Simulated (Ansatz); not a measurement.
# C3H7BFGa: up Jacob's ladder to CCSD(T)

The task here is to estimate one member of a computed series from the others.

Computed with Ansatz 0.2.0, Gaussian basis. Level: functionals in def2-TZVPP, the program's frozen cores in correlated methods.

Levels to be run: LDA (SPW92), PBE-D4, revPBE-D4, BLYP-D4, r2SCAN-D4, B97M-V, PBE0-D4, B3LYP-D4, r2SCANh-D4, r2SCAN0-D4, HSE06-D4, BHLYP-D4, CAM-B3LYP-D4, LC-ωPBE, ωB97X-V, ωB97M-V, B2PLYP, PBE-QIDH; CCSD(T)/def2-SVP; CCSD(T)/def2-TZVPP; MP2/def2-QZVPP; extrapolation to the limit; RPA on PBE.

## Structure used throughout

An earlier PBE0-D4 in a triple-zeta def2 set relaxation fixed the geometry.

SMILES `C=C[B](C)[GaH][F]`, 13 atoms, charge 0, spin multiplicity 1.

Atoms are counted from 1 here; the program's logs count them from 0.

Bond lengths: C1–C2 1.338 Å, C1–H7 1.086 Å, C1–H8 1.086 Å, C2–B3 1.544 Å, C2–H9 1.089 Å, B3–C4 1.560 Å, B3–Ga5 2.103 Å, C4–H10 1.101 Å, C4–H11 1.093 Å, C4–H12 1.094 Å, Ga5–F6 1.778 Å, Ga5–H13 1.572 Å. Angles: C2–C1–H7 121.5°, C2–C1–H8 122.4°, H7–C1–H8 116.1°, C1–C2–B3 121.1°, C1–C2–H9 117.1°, B3–C2–H9 121.2°, C2–B3–C4 122.1°, C2–B3–Ga5 118.0°, C4–B3–Ga5 119.9°, B3–C4–H10 105.6°, B3–C4–H11 114.6°, B3–C4–H12 114.7°, H10–C4–H11 105.2°, H10–C4–H12 106.4°, H11–C4–H12 109.5°, B3–Ga5–F6 113.9°, B3–Ga5–H13 136.3°, F6–Ga5–H13 109.8°.

Set-up of the first run:

The input, in.yaml:

```yaml
crystal:
  periodic: [false, false, false]
  atoms:
    - {symbol: C, position_ang: [-2.152053, -0.521389, -0.004542]}
    - {symbol: C, position_ang: [-1.228599, 0.443796, -0.087081]}
    - {symbol: B, position_ang: [0.278241, 0.115487, -0.015043]}
    - {symbol: C, position_ang: [0.874061, -1.185274, -0.638018]}
    - {symbol: Ga, position_ang: [1.543167, 1.494060, 0.946041]}
    - {symbol: F, position_ang: [1.962644, 2.902995, -0.053284]}
    - {symbol: H, position_ang: [-1.875383, -1.571571, 0.007834]}
    - {symbol: H, position_ang: [-3.212757, -0.306295, 0.088671]}
    - {symbol: H, position_ang: [-1.583312, 1.473341, -0.065594]}
    - {symbol: H, position_ang: [1.374975, -0.866610, -1.565588]}
    - {symbol: H, position_ang: [1.655938, -1.659333, -0.038850]}
    - {symbol: H, position_ang: [0.131950, -1.934407, -0.929054]}
    - {symbol: H, position_ang: [2.231130, 1.615211, 2.354496]}
basis:
  gaussian: {orbitals: def2-TZVPP}
hamiltonian: {xc: lda}
output: {orbitals: {seedname: orbitals}}
```

The run is started by

```bash
$ ansatz run in.yaml --threads 2 --pin off --events-out ev --progress --plain --max-ram 32768MiB --backend cuda --devices 0, --max-vram 18GiB
```

Steps of the session up to this table: LDA; PBE-D4 (GGA); revPBE-D4 (GGA); BLYP-D4 (GGA); r2SCAN-D4 (meta-GGA); B97M-V (meta-GGA); B3LYP-D4 (hybrid); r2SCANh-D4 (hybrid); r2SCAN0-D4 (hybrid); HSE06-D4 (hybrid); BHLYP-D4 (hybrid); CAM-B3LYP-D4 (range-separated); LC-ωPBE (range-separated); ωB97X-V (range-separated); ωB97M-V (range-separated); B2PLYP (double hybrid); PBE-QIDH (double hybrid).

One table of the session follows, with a row left open; its other results are not shown here.

It belongs to the step «Orbital energies across the functionals». 

```
  functional  HOMO (eV)  LUMO (eV)  gap (eV)
 LDA (SPW92)      -6.18      -3.40      2.78
      PBE-D4      -6.05      -3.15      2.90
   revPBE-D4          ?          ?         ?
     BLYP-D4      -5.95      -2.98      2.97
   r2SCAN-D4      -6.30      -2.93      3.37
      B97M-V      -6.36      -2.90      3.46
     PBE0-D4      -7.22      -2.24      4.99
    B3LYP-D4      -7.05      -2.43      4.62
  r2SCANh-D4      -6.73      -2.60      4.13
  r2SCAN0-D4      -7.38      -2.12      5.26
    HSE06-D4      -6.83      -2.61      4.21
    BHLYP-D4      -8.31      -1.22      7.09
CAM-B3LYP-D4      -8.55      -1.14      7.41
     LC-ωPBE      -9.83       0.00      9.82
     ωB97X-V      -9.49      -0.10      9.39
     ωB97M-V      -9.33      -0.27      9.06
```

Estimate the missing values for revPBE-D4.

The run gave: HOMO (eV): -5.99; LUMO (eV): -3.04; gap (eV): 2.95. In the column «HOMO (eV)» it lies between PBE-D4 (-6.05) and BLYP-D4 (-5.95).
